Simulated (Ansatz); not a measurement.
# CCSD/STO-3G run of InH3 (SMILES [H][In]([H])[H])

What is the electronic atomisation energy of InH3 at CCSD/STO-3G? 

The calculation is run with Ansatz 0.2.0.

27 further runs of the same task are left out: 1 that didn't finish, 26 set aside as unsound or not needed.

## (1) The structure to begin with

The species is InH3 (4 atoms), meant as a singlet with charge 0. As SMILES, `[H][In]([H])[H]`. Geometry: a GFN2-xTB relaxation, a rough one for these elements and not checked as a minimum.

Bond lengths: In1–H2 1.719 Å, In1–H3 1.719 Å, In1–H4 1.718 Å. Angles: H2–In1–H3 120.0°, H2–In1–H4 120.1°, H3–In1–H4 119.9°.

## (2) The energy at CCSD/STO-3G

The input, run.yaml:

```yaml
crystal:
  periodic: [false, false, false]
  atoms:
    - symbol: In
      position_ang: [0.000640, -0.000740, -0.000540]
    - symbol: H
      position_ang: [1.718930, -0.027790, 0.013510]
    - symbol: H
      position_ang: [-0.834510, 1.501400, -0.017780]
    - symbol: H
      position_ang: [-0.885060, -1.472880, 0.004810]
basis:
  gaussian:
    orbitals: STO-3G
correlation:
  method: ccsd
  frozen_orbitals: {H: 0, In: 18}
accuracy: high
scf:
  omitted_lower_state_checks: [cluster_reference, increment]
```

Launch:

```console
ansatz run run.yaml --threads 1 --pin off --max-ram 2610MiB --events-out events.jsonl --progress --plain --runs-dir runs
```

Standard output:

```text
Warning: RAYON_NUM_THREADS=1 ignored (pool sized by the plan → 1); use --threads N
Functional definition: HF
  name "HF"
  exchange = exact_x
  correlation = 0
these checks for a lower state are left out or cut short: cluster_reference, increment
527 factors; integrals over basis functions are off by at most 4.0e-9 eV
mean field evaluation 1: about -154684.9961 eV, gradient 7.8e0 eV
mean field evaluation 2: about -154684.9830 eV, gradient 7.8e0 eV
mean field evaluation 4: about -154685.3860 eV, gradient 1.4e-1 eV
mean field evaluation 8: about -154685.3866 eV, gradient 8.7e-5 eV
mean field -154685.38664247 eV, -5684.5831095898 hartree, gradient 1.1e-8 eV, S^2 0.000000; 0 other end points of the search recorded, 0 dependent functions left out
18 core orbitals not correlated: weight in the atoms' cores, before any rotation towards them, 1.000 or more for the frozen orbitals, at most 0.000 for the correlated occupied ones
reference -154685.38664247 eV, -5684.5831095898 hartree; 8, 8 occupied and 4, 4 virtual orbitals, 527 factors
second order -0.92232562 eV of doubles, -0.00000000 eV of singles
cycle   1  -1.21902768 eV  change   -3.0e-1 eV  update   5.0e-2
cycle   2  -1.39475689 eV  change   -1.8e-1 eV  update   2.0e-2
cycle   3  -1.39429590 eV  change    4.6e-4 eV  update   1.7e-3
cycle   4  -1.39447656 eV  change   -1.8e-4 eV  update   5.8e-4
cycle   5  -1.39456837 eV  change   -9.2e-5 eV  update   1.5e-4
cycle   6  -1.39453213 eV  change    3.6e-5 eV  update   3.4e-5
cycle   7  -1.39454307 eV  change   -1.1e-5 eV  update   5.5e-6
cycle   8  -1.39453985 eV  change    3.2e-6 eV  update   1.2e-6
cycle   9  -1.39453981 eV  change    4.0e-8 eV  update   3.7e-7
cycle  10  -1.39453997 eV  change   -1.6e-7 eV  update   8.0e-8
cycle  11  -1.39453999 eV  change   -1.8e-8 eV  update   2.1e-8
cycle  12  -1.39453999 eV  change   3.0e-10 eV  update   8.4e-9
cycle  13  -1.39453966 eV  change    3.4e-7 eV  update   7.1e-8
cycle  14  -1.39453950 eV  change    1.5e-7 eV  update   2.4e-8
cycle  15  -1.39453949 eV  change    1.2e-8 eV  update   6.2e-9
cycle  16  -1.39453949 eV  change   -1.8e-9 eV  update   2.0e-9
cycle  17  -1.39453949 eV  change  -9.7e-10 eV  update  6.5e-10
Total energy: -154686.78118196 eV, -5684.6343579709 hartree
Checks for a lower state left out: cluster_reference, increment
```

Wall time 0.28 s (1 thread of AMD EPYC 9R45 (Zen 5), shared host).

## (3) The H atom: the energy at UHF/STO-3G

The input, run.yaml:

```yaml
crystal:
  periodic: [false, false, false]
  atoms:
    - symbol: H
      position_ang: [0.000000, 0.000000, 0.000000]
basis:
  gaussian:
    orbitals: STO-3G
magnetization:
  spin_polarized: true
  initial_magnetization: 1
hamiltonian:
  xc: hf
accuracy: high
```

Run the same way, it converges to -0.46658 Eh (log not shown).

## (4) The In atom at the same level

The input, input.yaml:

```yaml
crystal:
  periodic: [false, false, false]
  atoms:
    - {symbol: In, position_ang: [0.000000, 0.000000, 0.000000]}
basis:
  gaussian:
    orbitals: STO-3G
magnetization:
  spin_polarized: true
  initial_magnetization: 1
correlation:
  method: ccsd
  frozen_orbitals: {In: 18}
accuracy: high
scf:
  omitted_lower_state_checks: [cluster_reference, increment]
```

Run the same way, it converges to -5682.80391 Eh (log not shown).

## (5) Summary of results

Level: CCSD/STO-3G, 18 core orbitals frozen.

| quantity | value |
| --- | --- |
| molecule: total energy | -5684.63436 Eh |
| molecule: correlation energy (18 core orbitals frozen) | -51.2 mEh |
| molecule: T1 diagnostic | 0.005 |
| H atom: total energy | -0.46658 Eh |
| H atom: ⟨S²⟩ | 0.750 |
| In atom: total energy | -5682.80391 Eh |
| In atom: correlation energy (18 core orbitals frozen) | -26.5 mEh |
| In atom: ⟨S²⟩ of the reference determinant | 0.750 |
| In atom: T1 diagnostic | 0.000 |
| electronic atomisation energy | 11.720 eV |

Taking the molecule apart into free atoms costs 11.72 eV (1131 kJ/mol), before zero-point energy and without spin-orbit coupling. In a minimal basis such a difference can be off by several eV, whatever the method. Relativity is left out (molecule) although the molecule holds a heavy atom. Relativity is left out (In atom) although the molecule holds a heavy atom.
